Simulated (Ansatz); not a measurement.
# CH₆FInOSi: a ladder of functionals and wavefunction methods

The task here is to estimate one member of a computed series from the others.

Program: Ansatz 0.2.0, Gaussian basis. Level of theory: functionals in def2-TZVPP, the program's frozen cores in correlated methods. These are calculated values, not measurements.

The runs, in order: PBE-D4, r2SCAN-D4, PBE0-D4, B3LYP-D4, ωB97X-V, ωB97M-V, B2PLYP; CCSD(T)/def2-TZVPP; MP2/def2-QZVPP; extrapolation to the limit.

## The geometry

All runs share one geometry, relaxed beforehand with PBE0-D4 in a triple-zeta def2 set. In takes the def2 core potential; no spin-orbit term is included.

11 atoms, charge 0, spin multiplicity 1.

Atoms are counted from 1 here; the program's logs count them from 0.

Bond lengths: C1–In2 2.288 Å, C1–H6 1.096 Å, C1–H7 1.099 Å, C1–H8 1.098 Å, Si3–O4 1.635 Å, Si3–F5 1.597 Å, Si3–H9 1.480 Å, Si3–H10 1.474 Å, O4–H11 0.968 Å. Angles: In2–C1–H6 106.6°, In2–C1–H7 116.3°, In2–C1–H8 113.2°, H6–C1–H7 105.5°, H6–C1–H8 106.2°, H7–C1–H8 108.2°, O4–Si3–F5 109.6°, O4–Si3–H9 111.4°, O4–Si3–H10 106.7°, F5–Si3–H9 106.7°, F5–Si3–H10 108.2°, H9–Si3–H10 114.1°, Si3–O4–H11 119.1°.

Set-up of the first run:

Contents of in.yaml:

```yaml
crystal:
  periodic: [false, false, false]
  atoms:
    - {symbol: C, position_ang: [-1.676736, 0.344686, -1.201748]}
    - {symbol: In, position_ang: [-1.710907, -1.708001, -0.191284]}
    - {symbol: Si, position_ang: [1.696182, -0.144223, 1.237556]}
    - {symbol: O, position_ang: [0.946420, -0.645633, -0.126362]}
    - {symbol: F, position_ang: [0.623819, 0.011288, 2.410685]}
    - {symbol: H, position_ang: [-2.669112, 0.493173, -1.642564]}
    - {symbol: H, position_ang: [-0.965009, 0.467118, -2.030697]}
    - {symbol: H, position_ang: [-1.527609, 1.172418, -0.496122]}
    - {symbol: H, position_ang: [2.321635, 1.184209, 1.054067]}
    - {symbol: H, position_ang: [2.642558, -1.208702, 1.616818]}
    - {symbol: H, position_ang: [0.384358, -0.023334, -0.609751]}
basis:
  gaussian: {orbitals: def2-TZVPP}
hamiltonian: {xc: pbe, dispersion: d4}
output: {forces: true, orbitals: {seedname: orbitals}}
```

Command:

```bash
$ ansatz run in.yaml --threads 4 --pin off --events-out ev --progress --plain --max-ram 10444MiB
```

Among the steps run: PBE-D4 (GGA); r2SCAN-D4 (meta-GGA); PBE0-D4 (hybrid); B3LYP-D4 (hybrid); ωB97X-V (range-separated); ωB97M-V (range-separated); B2PLYP (double hybrid); CCSD(T) in def2-TZVPP; MP2 in def2-QZVPP.

One table of the session follows, with a row left open; its other results are not shown here.

It belongs to the step «Atomisation energies». 

```
            method  atomisation energy (kJ/mol)
            PBE-D4                       3767.2
         r2SCAN-D4                       3744.2
           PBE0-D4                       3702.6
          B3LYP-D4                       3740.7
           ωB97X-V                       3750.5
           ωB97M-V                       3752.1
            B2PLYP                       3704.4
     HF/def2-TZVPP                       2749.7
    MP2/def2-TZVPP                       3725.4
   CCSD/def2-TZVPP                       3620.8
CCSD(T)/def2-TZVPP                       3669.7
           MP2/CBS                            ?
       CCSD(T)/CBS                       3774.4
```

Estimate the missing values for MP2/CBS.

The run gave: atomisation energy (kJ/mol): 3830.2. In the column «atomisation energy (kJ/mol)» it is the highest.

To keep in mind: Free atoms (1 C, 1 In, 1 Si, 1 O, 1 F, 6 H) were run apart at each level; the atomisation energy is their sum less the molecule, without zero-point or spin-orbit terms.
